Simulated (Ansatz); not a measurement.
# Pt: the cost of one run

Method: DFT LDA, scalar-relativistic, plane waves, PAW, in Ansatz 0.2.0.

### Step 1. The structure to begin with

Symmetry: P6_3/mmc, No. 194, hexagonal system. The conventional cell has a = 2.708 Å, b = 2.708 Å, c = 4.677 Å, α = 90.00°, β = 90.00°, γ = 120.00°. Pt (site symmetry -6m2) is surrounded by 12 Pt at 2.71 to 2.81 Å.

As a file:

```cif
data_structure
_symmetry_space_group_name_H-M 'P 1'
_symmetry_Int_Tables_number 1
_cell_length_a 2.7082
_cell_length_b 2.7082
_cell_length_c 4.6774
_cell_angle_alpha 90.000
_cell_angle_beta 90.000
_cell_angle_gamma 120.000
_cell_volume 29.71
loop_
_atom_site_label
_atom_site_type_symbol
_atom_site_fract_x
_atom_site_fract_y
_atom_site_fract_z
_atom_site_occupancy
Pt1 Pt 0.66667 0.33333 0.75000 1
Pt2 Pt 0.33333 0.66667 0.25000 1
```

It goes back to an entry of the Materials Project, which need not be the stable form.

It is the result of an earlier relaxation at this level (volume 14.85 Å³/atom; gap on the mesh: none (metal)).

### Step 2. What is varied

The energy is mapped over two normal modes frozen in (zone-centre modes of the cell shown).

First coordinate, amplitude of mode 1 (19i cm⁻¹), largest displacement: 7 values from −0.143 Å. Second coordinate, amplitude of mode 2 (19i cm⁻¹), largest displacement: 7 values from −0.143 Å.

Nothing else is relaxed (the cell and all other modes fixed). Energies count from the relaxed high-symmetry cell. Points are written as (first, second).

The modes come from a phonon run on the reference cell, made beforehand.

Displacement patterns for an amplitude of 1 (Å):

```csv
atom,x1,y1,z1,x2,y2,z2
Pt1,1.000,0.000,0.000,0.000,1.000,0.000
Pt2,-1.000,0.000,0.000,0.000,-1.000,0.000
```

### Step 3. Grid point (−0.143 Å, −0.143 Å)

Input file input.yaml:

```yaml
crystal:
  lattice:
    - [2.7081940711, 0.0, 0.0]
    - [-1.3540970355, 2.3453648639, 0.0]
    - [0.0, 0.0, 4.6773974959]
  atoms:
    - { symbol: Pt, position: [0.5833782898, 0.2723620098, 0.75] }
    - { symbol: Pt, position: [0.4166217102, 0.7276379902, 0.25] }
basis:
  ecutwfc: 420
kpoints:
  mp_grid: { grid: [18, 18, 10] }
hamiltonian:
  xc: lda
scf:
  occupations: { method: gaussian, width: 0.15 }
output:
  forces: true
  stress: true
  eigenvalues: true
```

The run is started by

```sh
ansatz run input.yaml --threads 1 --pin off --max-ram 2048MiB --backend cpu --events-out ev --progress --plain --runs-dir out
```

What time and memory should one allow on 1 thread of AMD EPYC 7R43 (Zen 3), shared host?

About 20 s, with a peak of 0.76 GiB.
